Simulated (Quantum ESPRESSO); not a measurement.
**AgRh under changes of volume**

One of the cells (16.064 Å³/atom); the others are scaled copies at fixed shape and fractional positions:

```
Ag Rh
1.0
     2.77759    0.00000    0.00000
    -1.38879    2.40546    0.00000
     0.00000    0.00000    4.80860
Ag Rh
1 1
Cartesian
  0.0000 0.0000 2.4043
  1.3888 0.8018 0.0000
```

The cell comes from a database or a generator and needn't be the stable form of this composition.

| Item | Value |
| --- | --- |
| Program | Quantum ESPRESSO 7.5 |
| Functional | r2SCAN |
| Potentials or basis | SG15 PBE 1.2 |
| Cutoff | 952 eV |
| Density cutoff | 3810 eV |
| k mesh | 7 × 7 × 4 |
| Occupations | fermi-dirac, width 0.05 eV |
| Spin | no spin polarisation |

```csv
volume (Å³/atom),energy over the lowest point (meV/atom),pressure (GPa)
15.100,?,?
15.421,0.00,-1.2
15.743,5.79,-4.5
16.064,17.82,-7.4
16.385,35.28,-9.9
16.707,57.47,-12.1
17.028,83.76,-14.0
```

Question: What does the run at 15.100 Å³/atom give?

Answer: Energy over the lowest point 1.34 meV/atom; pressure 2.6 GPa.

Worked out: A Birch-Murnaghan fit of order 3 (a polynomial in V^(-2/3)) to the other rows has its minimum at 15.32 Å³/atom, just outside them, with B0 = V·E''(V) = 178 GPa and B' = 5.5 at fixed shape and positions, which overstates the stiffness. It gives 1.36 meV/atom at 15.100 Å³/atom, against the run's 1.34, and -dE/dV = 2.6 GPa, against 2.6.

Energies are extrapolated to zero smearing.

Caveats: all runs use coarse meshes; the potentials were made for another functional, which shifts forces and pressure.
